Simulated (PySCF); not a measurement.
# O2GaFH2 in PySCF: notebook

One molecule, O2GaFH2, is run at these levels: HF, PBE, PBE0; tasks: MP2 correlation energy, RPA correlation energy, G0W0 quasiparticle levels, excitation energies (Tamm-Dancoff).

All numbers are computed with PySCF 2.14.0; they aren't measurements. Logs are shortened: lines on timing, memory, paths and dates and some standing lists are left out, and cuts for length are marked.

### Step 1. The molecule as given

The cell holds a molecule in a box, 6 atoms: a = 11.000 Å, b = 13.000 Å, c = 13.000 Å, α = 90.00°, β = 90.00°, γ = 90.00°.

### Step 2. MP2 correlation energy, HF

Input file run.py:

```python
import json
import numpy as np
from pyscf.pbc import gto, scf, dft, df

cell = gto.Cell()
cell.basis = 'def2-svp'
cell.fromfile('GaH2O2F.xyz')
cell.exp_to_discard = 0
cell.precision = 1e-08
cell.max_memory = 2520  # MB
cell.verbose = 4
cell.build()

res = {}
kpts = cell.make_kpts([1, 1, 1])
mf = scf.KRHF(cell, kpts, exxdiv='ewald')
mf = mf.density_fit()
mf.with_df._cderi = 'cderi.h5'  # three-centre integrals saved by an earlier run on this cell, basis and mesh
mf.conv_tol = 1e-08
mf.max_cycle = 60

mf.kernel()
res.update(converged=bool(mf.converged), e_tot=mf.e_tot, nelec=cell.nelectron, nao=cell.nao, mesh=list(map(int, cell.mesh)), a=cell.lattice_vectors().tolist(), coords=cell.atom_coords().tolist(),
           mo_energy=[np.real(x).tolist() for x in mf.mo_energy], mo_occ=[np.real(x).tolist() for x in mf.mo_occ])
import h5py
print('fit functions by k pair:', sorted({v['0'].shape[0] for v in h5py.File(mf.with_df._cderi)['j3c'].values()}))
res.update(kpts=cell.get_scaled_kpts(kpts).tolist())
res['parts'] = {k: float(np.real(v)) for k, v in mf.scf_summary.items() if np.isscalar(v)}
json.dump(res, open('results.json', 'w'))
if not mf.converged:
    raise SystemExit('SCF not converged')

print('levels (eV)')
for i, kp in enumerate(res['kpts'][:40]):
    print('k %7.4f %7.4f %7.4f  ' % tuple(kp), ' '.join('%.3f' % (x * 27.211386) for x in res['mo_energy'][i][:34]))

# Mulliken populations
dm, s = np.asarray(mf.make_rdm1()), np.asarray(mf.get_ovlp())
sites = cell.aoslice_by_atom()[:, 2:]
tot = np.einsum('kij,kji->i', dm, s).real / len(kpts)
res['mulliken'] = [cell.atom_charge(i) - tot[a0:a1].sum() for i, (a0, a1) in enumerate(sites)]
print('Mulliken charges', np.round(res['mulliken'], 5))

from pyscf.pbc import mp
pt = mp.KMP2(mf, frozen=12)
pt.kernel(with_t2=False)
res.update(e_corr=pt.e_corr, e_ss=getattr(pt, 'e_corr_ss', None), e_os=getattr(pt, 'e_corr_os', None))
res['done'] = True
json.dump(res, open('results.json', 'w'))
```

Input file GaH2O2F.xyz:

```xyz
6
Lattice="11.0000000000 0.0000000000 0.0000000000 0.0000000000 13.0000000000 0.0000000000 0.0000000000 0.0000000000 13.0000000000" Properties=species:S:1:pos:R:3 pbc="T T T"
O      5.0480999800      7.9369000100      5.7313500400
Ga     5.2770999600      6.2434999900      6.1885500300
O      6.1397000500      5.7435999400      7.6414500500
F      4.6226999500      4.9971000300      5.1613499600
H      4.5564999700      8.0448999800      4.9133500000
H      6.4694999600      6.4855000600      8.1546500100
```

Potentials or basis: def2-svp (all-electron).

Command:

```console
$ OMP_NUM_THREADS=2 python -u run.py > log
```

Log:

```text
Discarded 0 diffused primitive functions, 0 contracted functions

******** <class 'pyscf.pbc.scf.khf.KRHF'> ********
method = KRHF
initial guess = minao
damping factor = 0
level_shift factor = 0
DIIS = <class 'pyscf.scf.diis.CDIIS'>
diis_start_cycle = 1
diis_space = 8
diis_damp = 0
SCF conv_tol = 1e-08
SCF conv_tol_grad = None
SCF max_cycles = 60
direct_scf = True
direct_scf_tol = 1e-13

******** PBC SCF flags ********
N kpts = 1
Exchange divergence treatment (exxdiv) = ewald
    madelung (= occupied orbital energy shift) = 0.12095704282831025
    Total energy shift due to Ewald probe charge = -1/2 * Nelec*madelung = -3.50775424202
DF object = <pyscf.pbc.df.df.GDF object>
Set gradient conv threshold to 0.0001

******** <class 'pyscf.pbc.df.rsdf_builder._RSNucBuilder'> ********
mesh = [41 47 47] (90569 PWs)
ke_cutoff = 17.302185920816544
omega = 0.5229654415994075
exclude_d_aux = False
exclude_dd_block = True
j2c_eig_always = False
has_long_range = True
init E= -2155.77495162435
  HOMO = -0.430811378052  LUMO = -0.024630442952  gap/eV = 11.05275
cycle= 1 E= -2155.36124848744  delta_E= 0.414  |g|= 1.98  |ddm|= 2.98
  HOMO = -0.426265770335  LUMO = 0.0666898296321  gap/eV = 13.41401
cycle= 2 E= -2155.50097978441  delta_E= -0.14  |g|= 1.61  |ddm|= 1.75
  HOMO = -0.498111103033  LUMO = 0.0855176946248  gap/eV = 15.88135
cycle= 3 E= -2155.77558665588  delta_E= -0.275  |g|= 0.0415  |ddm|= 0.831
  HOMO = -0.492045889381  LUMO = 0.0909886614607  gap/eV = 15.86518
cycle= 4 E= -2155.77624536371  delta_E= -0.000659  |g|= 0.00952  |ddm|= 0.0634
  HOMO = -0.492144005426  LUMO = 0.0907468924203  gap/eV = 15.86127
cycle= 5 E= -2155.77629642803  delta_E= -5.11e-05  |g|= 0.0032  |ddm|= 0.0194
  HOMO = -0.491633438593  LUMO = 0.0906686622512  gap/eV = 15.84525
cycle= 6 E= -2155.77630099923  delta_E= -4.57e-06  |g|= 0.0015  |ddm|= 0.00457
  HOMO = -0.491693498383  LUMO = 0.0906070806191  gap/eV = 15.84521
cycle= 7 E= -2155.77630213041  delta_E= -1.13e-06  |g|= 0.000443  |ddm|= 0.00235
  HOMO = -0.491621681001  LUMO = 0.0905805665857  gap/eV = 15.84253
cycle= 8 E= -2155.77630229295  delta_E= -1.63e-07  |g|= 8.41e-05  |ddm|= 0.00113
  HOMO = -0.491615974734  LUMO = 0.0905790776698  gap/eV = 15.84233
cycle= 9 E= -2155.77630229654  delta_E= -3.59e-09  |g|= 3.89e-05  |ddm|= 0.00016
  HOMO = -0.491609003395  LUMO = 0.0905803002901  gap/eV = 15.84218
Extra cycle  E= -2155.77630229688  delta_E= -3.39e-10  |g|= 2.43e-05  |ddm|= 4.7e-05
converged SCF energy = -2155.77630229688
fit functions by k pair: [227]
levels (eV)
k  0.0000  0.0000  0.0000   -10237.897 -1262.880 -1115.710 -1115.697 -1115.218 -713.841 -559.284 -559.227 -167.828 -117.900 -117.890 -117.427 -40.636 -35.521 -35.291 -28.494 -28.340 -28.099 -27.811 -27.800 -18.935 -18.024 -17.016 -16.356 -16.198 -14.523 -13.985 -13.791 -13.377 2.465 3.142 5.137 5.641 7.272
Mulliken charges [-0.58397  1.26767 -0.57573 -0.5434   0.21843  0.217  ]

******** <class 'pyscf.pbc.mp.kmp2.KMP2'> ********
nkpts = 1
nocc = 17
nmo = 72
with_df_ints = True
frozen orbitals = 12
E(KMP2) = -2156.61821559867  E_corr = -0.841913301795575
E(SCS-KMP2) = -2156.55734355291  E_corr = -0.781041256033039
E_corr(same-spin) = -0.264524660909597
E_corr(oppo-spin) = -0.577388640885978
```

It took 9.6 s on 2 threads of Intel Xeon at 2.70GHz, shared host; peak memory 1.9 GiB.

Results:

| Property | Result |
| --- | --- |
| Free energy | -58661.6616 eV |
| Gap between the frontier levels | 15.84 eV |
| Mulliken charges | O -0.58; Ga +1.27; F -0.54; H +0.22 e |
| MP2 correlation energy per cell | -22.910 eV |

Levels at points of the mesh, in eV from the valence-band top:
```
           k point  band 26  band 27  band 28  band 29  band 30  band 31
(0.00, 0.00, 0.00)    -1.15    -0.61    -0.41     0.00    15.84    16.52
```

Caveat: the basis is small and the box finite, so much correlation energy is missing and levels can be off by tenths of an eV; Mulliken charges move with the basis; this is a molecule in a periodic box at the Γ point, so its band gap is the HOMO-LUMO gap; total energy, band gap and charges are those of the mean-field reference; relativity is left out, which matters for the heavier elements; the basis of atomic orbitals isn't converged, which shifts pressures, moduli and gaps.

### Step 3. RPA correlation energy, PBE

Changes to run.py since step 2:

```diff
@@ -15,3 +15,3 @@
 kpts = cell.make_kpts([1, 1, 1])
-mf = scf.KRHF(cell, kpts, exxdiv='ewald')
+mf = dft.KRKS(cell, kpts, xc='pbe')
 mf = mf.density_fit()
@@ -43,6 +43,9 @@
 
-from pyscf.pbc import mp
-pt = mp.KMP2(mf, frozen=12)
-pt.kernel(with_t2=False)
-res.update(e_corr=pt.e_corr, e_ss=getattr(pt, 'e_corr_ss', None), e_os=getattr(pt, 'e_corr_os', None))
+from pyscf.pbc.gw.krpa import KRPA
+rpa = KRPA(mf, frozen=12)
+rpa.kernel()
+res.update(e_corr=rpa.e_corr, e_hf=rpa.e_hf, e_rpa=rpa.e_tot)
+rpa.fc = True  # again, with the correction for q -> 0
+rpa.kernel()
+res['e_corr_fc'] = rpa.e_corr
 res['done'] = True
```

GaH2O2F.xyz is that of step 2.

Potentials or basis: def2-svp (all-electron).

Command:

```console
$ OMP_NUM_THREADS=2 python -u run.py > log
```

Log:

```text
Discarded 0 diffused primitive functions, 0 contracted functions

******** <class 'pyscf.pbc.dft.krks.KRKS'> ********
method = KRKS
initial guess = minao
damping factor = 0
level_shift factor = 0
DIIS = <class 'pyscf.scf.diis.CDIIS'>
diis_start_cycle = 1
diis_space = 8
diis_damp = 0
SCF conv_tol = 1e-08
SCF conv_tol_grad = None
SCF max_cycles = 60
direct_scf = True
direct_scf_tol = 1e-13

******** PBC SCF flags ********
N kpts = 1
Exchange divergence treatment (exxdiv) = ewald
    madelung (= occupied orbital energy shift) = 0.12095704282831025
    Total energy shift due to Ewald probe charge = -1/2 * Nelec*madelung = -3.50775424202
DF object = <pyscf.pbc.df.df.GDF object>
XC functionals = pbe
small_rho_cutoff = 0
radial grids:
    Treutler-Ahlrichs [JCP 102, 346 (1995); DOI:10.1063/1.469408] (M4) radial grids

becke partition: Becke, JCP 88, 2547 (1988); DOI:10.1063/1.454033
pruning grids: <function nwchem_prune>
grids dens level: 3
symmetrized grids: False
atomic radii adjust function: <function treutler_atomic_radii_adjust>
Set gradient conv threshold to 0.0001

******** <class 'pyscf.pbc.df.rsdf_builder._RSNucBuilder'> ********
mesh = [41 47 47] (90569 PWs)
ke_cutoff = 17.302185920816544
omega = 0.5229654415994075
exclude_d_aux = False
exclude_dd_block = True
j2c_eig_always = False
has_long_range = True
tot grids = 82946
cell vol = 12545.1538  sum(weights) = 12657.9437
nelec by numeric integration = 57.999997637707075
init E= -2175.95204972713
  HOMO = -0.382781361981  LUMO = -0.0895543486587  gap/eV = 7.97911
nelec by numeric integration = 57.999998324821696
cycle= 1 E= -2175.05507725858  delta_E= 0.897  |g|= 1.54  |ddm|= 2.84
  HOMO = -0.064651434716  LUMO = -0.00467914112478  gap/eV = 1.63193
nelec by numeric integration = 57.99999544889737
cycle= 2 E= -2173.12596458557  delta_E= 1.93  |g|= 3.42  |ddm|=  3.8
  HOMO = -0.270257230431  LUMO = -0.0583256360226  gap/eV = 5.76695
nelec by numeric integration = 57.99999812328754
cycle= 3 E= -2175.43342553884  delta_E= -2.31  |g|= 0.315  |ddm|= 3.04
  HOMO = -0.23822161101  LUMO = -0.0599763292516  gap/eV = 4.85030
nelec by numeric integration = 57.9999975370104
cycle= 4 E= -2175.44040832126  delta_E= -0.00698  |g|= 0.297  |ddm|= 0.453
  HOMO = -0.253854452083  LUMO = -0.064384790662  gap/eV = 5.15573
nelec by numeric integration = 57.99999767844207
cycle= 5 E= -2175.4551611068  delta_E= -0.0148  |g|= 0.0674  |ddm|= 0.222
  HOMO = -0.253653941268  LUMO = -0.063851283565  gap/eV = 5.16479
nelec by numeric integration = 57.99999770782563
cycle= 6 E= -2175.45591139433  delta_E= -0.00075  |g|= 0.0156  |ddm|= 0.0519
  HOMO = -0.253459133966  LUMO = -0.0629807387283  gap/eV = 5.18318
nelec by numeric integration = 57.99999771306281
cycle= 7 E= -2175.45595373028  delta_E= -4.23e-05  |g|= 0.00524  |ddm|= 0.0159
  HOMO = -0.253830727281  LUMO = -0.0630472713757  gap/eV = 5.19148
nelec by numeric integration = 57.999997712890604
cycle= 8 E= -2175.45595721166  delta_E= -3.48e-06  |g|= 0.00333  |ddm|= 0.0055
  HOMO = -0.25393720773  LUMO = -0.0631262996887  gap/eV = 5.19223
nelec by numeric integration = 57.99999771499661
cycle= 9 E= -2175.45595936439  delta_E= -2.15e-06  |g|= 0.000236  |ddm|= 0.00233
  HOMO = -0.253939729094  LUMO = -0.0631378327173  gap/eV = 5.19198
nelec by numeric integration = 57.99999771502974
cycle= 10 E= -2175.45595937573  delta_E= -1.13e-08  |g|= 4.7e-05  |ddm|= 0.000256
  HOMO = -0.253941612926  LUMO = -0.0631357958154  gap/eV = 5.19209
nelec by numeric integration = 57.99999771505158
cycle= 11 E= -2175.45595937628  delta_E= -5.47e-10  |g|= 1.03e-05  |ddm|= 4.95e-05
  HOMO = -0.253941864282  LUMO = -0.0631351280188  gap/eV = 5.19212
nelec by numeric integration = 57.99999771505482
Extra cycle  E= -2175.45595937621  delta_E= 6.68e-11  |g|= 2.21e-05  |ddm|= 2.52e-05
converged SCF energy = -2175.45595937621
fit functions by k pair: [227]
levels (eV)
k  0.0000  0.0000  0.0000   -10092.853 -1233.328 -1093.410 -1093.326 -1093.300 -658.798 -510.368 -510.353 -143.741 -98.311 -98.223 -98.183 -27.192 -24.232 -24.045 -20.298 -20.276 -20.195 -20.072 -20.023 -12.446 -11.534 -9.987 -8.620 -8.484 -8.126 -7.576 -7.415 -6.910 -1.718 -0.322 1.221 1.628 3.032
Mulliken charges [-0.35444  0.67212 -0.34921 -0.34229  0.18716  0.18667]

******** <class 'pyscf.pbc.gw.krpa.KRPA'> ********
method = KRPA
RPA nocc = 17, nvir = 55, nkpts = 1
frozen orbitals = 12
grid type = legendre
outcore mode = False
RPA finite size corrections = False
ACFD exchange energy = False

******** <class 'pyscf.pbc.gw.krpa.KRPA'> ********
method = KRPA
RPA nocc = 17, nvir = 55, nkpts = 1
frozen orbitals = 12
grid type = legendre
outcore mode = False
RPA finite size corrections = True
ACFD exchange energy = False
```

Wall time 38 s (2 threads of Intel Xeon at 2.70GHz, shared host); peak memory 1.9 GiB.

What came out:

```yaml
Free_energy: -59197.1724 eV
Gap_between_the_frontier_levels_mean-field_level: 5.19 eV
Mulliken_charges: O -0.35; Ga +0.67; F -0.34; H +0.19 e
RPA_correlation_energy: -4.998 eV/atom
RPA_correlation_energy_per_cell: -29.989 eV
```

Caveat: the basis is small and the box finite, so much correlation energy is missing and levels can be off by tenths of an eV; Mulliken charges move with the basis; this is a molecule in a periodic box at the Γ point, so its band gap is the HOMO-LUMO gap; total energy, band gap and charges are those of the mean-field reference; relativity is left out, which matters for the heavier elements; the basis of atomic orbitals isn't converged, which shifts pressures, moduli and gaps.

### Step 4. G0W0 quasiparticle levels, PBE0

Changes to run.py since step 3:

```diff
@@ -15,3 +15,3 @@
 kpts = cell.make_kpts([1, 1, 1])
-mf = dft.KRKS(cell, kpts, xc='pbe')
+mf = dft.KRKS(cell, kpts, xc='pbe0', exxdiv='ewald')
 mf = mf.density_fit()
@@ -43,9 +43,9 @@
 
-from pyscf.pbc.gw.krpa import KRPA
-rpa = KRPA(mf, frozen=12)
-rpa.kernel()
-res.update(e_corr=rpa.e_corr, e_hf=rpa.e_hf, e_rpa=rpa.e_tot)
-rpa.fc = True  # again, with the correction for q -> 0
-rpa.kernel()
-res['e_corr_fc'] = rpa.e_corr
+from pyscf.pbc.gw.krgw_ac import KRGWAC
+gw = KRGWAC(mf, frozen=12)
+gw.fc = True
+orbs = list(range(26, 32))
+gw.kernel(orbs=orbs)
+res['orbs'] = orbs
+res['qp'] = np.asarray(gw.mo_energy).real.tolist()
 res['done'] = True
```

GaH2O2F.xyz is that of step 3.

Potentials or basis: def2-svp (all-electron).

Command:

```console
$ OMP_NUM_THREADS=2 python -u run.py > log
```

Log:

```text
Discarded 0 diffused primitive functions, 0 contracted functions

******** <class 'pyscf.pbc.dft.krks.KRKS'> ********
method = KRKS
initial guess = minao
damping factor = 0
level_shift factor = 0
DIIS = <class 'pyscf.scf.diis.CDIIS'>
diis_start_cycle = 1
diis_space = 8
diis_damp = 0
SCF conv_tol = 1e-08
SCF conv_tol_grad = None
SCF max_cycles = 60
direct_scf = True
direct_scf_tol = 1e-13

******** PBC SCF flags ********
N kpts = 1
Exchange divergence treatment (exxdiv) = ewald
    madelung (= occupied orbital energy shift) = 0.12095704282831025
    Total energy shift due to Ewald probe charge = -1/2 * Nelec*madelung = -3.50775424202
DF object = <pyscf.pbc.df.df.GDF object>
XC functionals = pbe0
small_rho_cutoff = 0
radial grids:
    Treutler-Ahlrichs [JCP 102, 346 (1995); DOI:10.1063/1.469408] (M4) radial grids

becke partition: Becke, JCP 88, 2547 (1988); DOI:10.1063/1.454033
pruning grids: <function nwchem_prune>
grids dens level: 3
symmetrized grids: False
atomic radii adjust function: <function treutler_atomic_radii_adjust>
Set gradient conv threshold to 0.0001

******** <class 'pyscf.pbc.df.rsdf_builder._RSNucBuilder'> ********
mesh = [41 47 47] (90569 PWs)
ke_cutoff = 17.302185920816544
omega = 0.5229654415994075
exclude_d_aux = False
exclude_dd_block = True
j2c_eig_always = False
has_long_range = True
tot grids = 82946
cell vol = 12545.1538  sum(weights) = 12657.9437
nelec by numeric integration = 57.999997637707075
init E= -2171.50647994764
  HOMO = -0.408912545199  LUMO = -0.0837278478209  gap/eV = 8.84873
nelec by numeric integration = 57.99999794775708
cycle= 1 E= -2170.7411166954  delta_E= 0.765  |g|=  1.6  |ddm|= 2.84
  HOMO = -0.171516713611  LUMO = -0.00681233955053  gap/eV = 4.48183
nelec by numeric integration = 57.99999670352116
cycle= 2 E= -2170.06156911046  delta_E= 0.68  |g|= 2.53  |ddm|=  2.8
  HOMO = -0.341048695405  LUMO = -0.0323230299238  gap/eV = 8.40085
nelec by numeric integration = 57.999997885247964
cycle= 3 E= -2171.10239649755  delta_E= -1.04  |g|= 0.192  |ddm|= 1.99
  HOMO = -0.313343085142  LUMO = -0.0271641457864  gap/eV = 7.78733
nelec by numeric integration = 57.999997584490764
cycle= 4 E= -2171.10826555406  delta_E= -0.00587  |g|= 0.0895  |ddm|= 0.172
  HOMO = -0.322634544823  LUMO = -0.0298833735032  gap/eV = 7.96617
nelec by numeric integration = 57.9999976644469
cycle= 5 E= -2171.10933278751  delta_E= -0.00107  |g|= 0.0238  |ddm|= 0.0608
  HOMO = -0.321243243168  LUMO = -0.0292698718411  gap/eV = 7.94500
nelec by numeric integration = 57.999997656805476
cycle= 6 E= -2171.10942550404  delta_E= -9.27e-05  |g|= 0.00708  |ddm|= 0.0193
  HOMO = -0.321358570862  LUMO = -0.0289040900503  gap/eV = 7.95809
nelec by numeric integration = 57.99999765901408
cycle= 7 E= -2171.10943421003  delta_E= -8.71e-06  |g|= 0.0007  |ddm|= 0.00537
  HOMO = -0.321453447296  LUMO = -0.0289284244739  gap/eV = 7.96001
nelec by numeric integration = 57.99999765927244
cycle= 8 E= -2171.10943426497  delta_E= -5.49e-08  |g|= 0.000372  |ddm|= 0.000593
  HOMO = -0.321444850242  LUMO = -0.0289294495154  gap/eV = 7.95975
nelec by numeric integration = 57.99999765944047
cycle= 9 E= -2171.10943428923  delta_E= -2.43e-08  |g|= 0.000111  |ddm|= 0.000313
  HOMO = -0.321447205283  LUMO = -0.0289303465181  gap/eV = 7.95979
nelec by numeric integration = 57.9999976594446
cycle= 10 E= -2171.10943429154  delta_E= -2.32e-09  |g|= 8.72e-06  |ddm|= 7.7e-05
  HOMO = -0.321445779833  LUMO = -0.0289310205942  gap/eV = 7.95973
nelec by numeric integration = 57.99999765943297
Extra cycle  E= -2171.10943429153  delta_E= 9.09e-12  |g|= 1.2e-05  |ddm|= 1.73e-05
converged SCF energy = -2171.10943429153
fit functions by k pair: [227]
levels (eV)
k  0.0000  0.0000  0.0000   -10129.049 -1240.901 -1099.096 -1099.073 -1099.042 -672.660 -522.726 -522.719 -150.112 -103.527 -103.508 -103.493 -30.807 -27.319 -27.120 -22.604 -22.562 -22.543 -22.492 -22.465 -14.330 -13.404 -11.983 -10.757 -10.633 -9.961 -9.378 -9.290 -8.747 -0.787 0.431 2.165 2.591 4.044
Mulliken charges [-0.42613  0.84863 -0.41961 -0.40279  0.20031  0.19959]

******** <class 'pyscf.pbc.gw.krgw_ac.KRGWAC'> ********
method = KRGWAC
GW nocc = 17, nvir = 55, nkpts = 1
frozen orbitals = 12
orbital list = [26, 27, 28, 29, 30, 31]
off-diagonal self-energy = False
GW density matrix = False
density-fitting for exchange = False
outcore for self-energy= False
finite size corrections = True
grids for finite size corrections = False
broadening parameter = 5.000e-03
number of grids = 100
analytic continuation method = pade
imaginary frequency cutoff = 5.0
Pade points = 18
Pade step ratio = 0.667
use perturbative linearized QP eqn = False
QPE max iter = 100
QPE tolerance = 1.0e-06

WARN: GW QP energies may not be sorted from min to max
```

Wall time 26 s (2 threads of Intel Xeon at 2.70GHz, shared host); peak memory 1.9 GiB.

What came out:

```
Free energy                                       : -59078.8974 eV
Gap between the frontier levels, mean-field level : 7.96 eV
Mulliken charges                                  : O -0.43, -0.42; Ga +0.85; F -0.40; H +0.20 e
Quasiparticle gap                                 : 12.58 eV
```

Caveat: the basis is small and the box finite, so much correlation energy is missing and levels can be off by tenths of an eV; Mulliken charges move with the basis; this is a molecule in a periodic box at the Γ point, so its band gap is the HOMO-LUMO gap; total energy, band gap and charges are those of the mean-field reference; relativity is left out, which matters for the heavier elements; the basis of atomic orbitals isn't converged, which shifts pressures, moduli and gaps.

(Part 1 of 2 ends here.)
